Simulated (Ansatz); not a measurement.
## FH₃Si, SMILES F[SiH3]: the interaction energy of a dimer with the counterpoise correction, step by step

Computed with Ansatz 0.2.0, Python API.

Notebook, run cell by cell (the value of a cell's last expression is shown):

**Cell 1**
```python
import ansatz

FIRST = [
    ("F", (-1.284, 0.174, 0.8595)),
    ("Si", (0.0014, 0.002, -0.0106)),
    ("H", (-0.3863, -0.166, -1.4543)),
    ("H", (0.7849, -1.196, 0.4758)),
    ("H", (0.884, 1.1858, 0.1297)),
]
SECOND = [
    ("F", (-2.6181, -0.8304, -0.8024)),
    ("Si", (-3.1574, -0.5095, -2.2324)),
    ("H", (-2.1384, 0.3019, -2.9848)),
    ("H", (-4.4647, 0.2419, -2.1232)),
    ("H", (-3.4364, -1.7633, -2.9741)),
]
```

**Cell 2**
```python
def energy(atoms, ghosts=()):
    molecule = ansatz.Crystal.molecule()
    for symbol, xyz in atoms:
        molecule = molecule.atom(symbol, xyz)
    calc = (
        molecule.calculation()
        .basis(gaussian="cc-pVDZ")
        .correlation("mp2", electrons="valence")
    )
    deck = calc.input()
    if ghosts:
        deck = deck.set(ansatz.key.basis.gaussian.ghost_atoms, [{"symbol": s, "position_ang": list(xyz)} for s, xyz in ghosts])
    return ansatz.Session.from_dict(deck).plan().execute().report["free_energy_ev"]
```

**Cell 3**
```python
both = energy(FIRST + SECOND)
alone = energy(FIRST) + energy(SECOND)
ghosted = energy(FIRST, SECOND) + energy(SECOND, FIRST)
print(f"dimer {both:.6f} eV")
print(f"interaction, uncorrected   {(both - alone):8.3f} eV")
print(f"interaction, counterpoise  {(both - ghosted):8.3f} eV")
print(f"basis-set superposition    {(alone - ghosted):8.3f} eV")
```
Output:
```text
dimer -21249.198422 eV
interaction, uncorrected      0.187 eV
interaction, counterpoise     0.313 eV
basis-set superposition       0.126 eV
```

Uncorrected it is 0.187 eV, with the counterpoise correction 0.313 eV; the difference, 0.13 eV, is the superposition error. In this basis both values are repulsive.

Caveats:
- The settings weren't tested for convergence.
- The dimer is a generated trial pose of unrelaxed monomers, not a minimum, so the figure is no binding energy, and the basis set is small.
- Hardware and time: 3.1 s on 1 thread of Arm Neoverse V2 (shared host), peak memory 0.21 GiB.

(Lines on the test bed's own set-up are left out of the output.)
